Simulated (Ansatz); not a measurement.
# Au: pressure up to the limit of the methods

The task here is to estimate one member of a computed series from the others.

Computed with Ansatz 0.2.0 (DFT PBEsol, with the methods named in each step, unless a step's input says otherwise).

### Starting point

The structure is cubic, space group Pm-3m (No. 221). The conventional cell has a = 2.638 Å, b = 2.638 Å, c = 2.638 Å, α = 90.00°, β = 90.00°, γ = 90.00°. Au (site symmetry m-3m) is surrounded by 6 Au at 2.64 Å.

Structure file:

```
CELL_PARAMETERS angstrom
2.63784 0.00000 0.00000
0.00000 2.63784 0.00000
0.00000 0.00000 2.63784
ATOMIC_POSITIONS crystal
Au 0.00000 0.00000 0.00000
```

Whether this phase is the stable one at these pressures isn't tested.

The first run:

input.yaml reads:

```yaml
crystal:
  lattice:
    - [2.6378391409, 0.0, 0.0]
    - [0.0, 2.6378391409, 0.0]
    - [0.0, 0.0, 2.6378391409]
  atoms:
    - { symbol: Au, position: [0.0, 0.0, 0.0] }
kpoints:
  mp_grid: { grid: [14, 14, 14] }
scf:
  occupations: { method: fermi_dirac, width: 0.08 }
hamiltonian:
  xc: pbesol
  pseudopotentials: { kind: paw }
output:
  forces: true
  stress: true
relax:
  f_tol: 0.005
  max_steps: 40
  cell: {}
```

The run is started by

```sh
$ ansatz run input.yaml --threads 1 --pin off --max-ram 2048MiB --backend cpu --events-out ev --progress --plain --runs-dir out
```

Steps of the session up to this table: Cell relaxed at zero pressure, PAW; More of the same log: cell relaxed at zero pressure; Volume scaled by 1, PAW; Volume scaled by 0.9, PAW; Volume scaled by 0.8, PAW; Volume scaled by 0.7, PAW; Volume scaled by 0.7, PAW (source ansatz); Volume scaled by 0.6, PAW; Volume scaled by 0.5, PAW; Volume scaled by 0.4, PAW; Volume scaled by 0.4, PAW (cutoff 600 eV).

One of the session's tables, all rows but one given; the rest of the session is left out.

| method | volume over the first | volume (Å³/atom) | pressure (GPa) |
| --- | --- | --- | --- |
| PAW | 1 | 19.553 | 0.00 |
| PAW | 0.9 | 17.598 | 18.68 |
| PAW | 0.8 | 15.642 | 54.88 |
| PAW | 0.7 | 13.687 | 126.38 |
| PAW | 0.6 | ? | ? |
| PAW | 0.5 | 9.776 | 594.09 |
| PAW | 0.4 | 7.821 | 1360.77 |
| PAW (cutoff 600 eV) | 0.4 | 7.821 | 1359.94 |
| PAW (source ansatz) | 0.7 | 13.687 | 126.77 |

Estimate the missing values for PAW, 0.6.

The run gave: volume (Å³/atom): 11.732; pressure (GPa): 273.58. In the column «volume (Å³/atom)» it lies between PAW, 0.5 (9.776) and PAW, 0.7 (13.687).
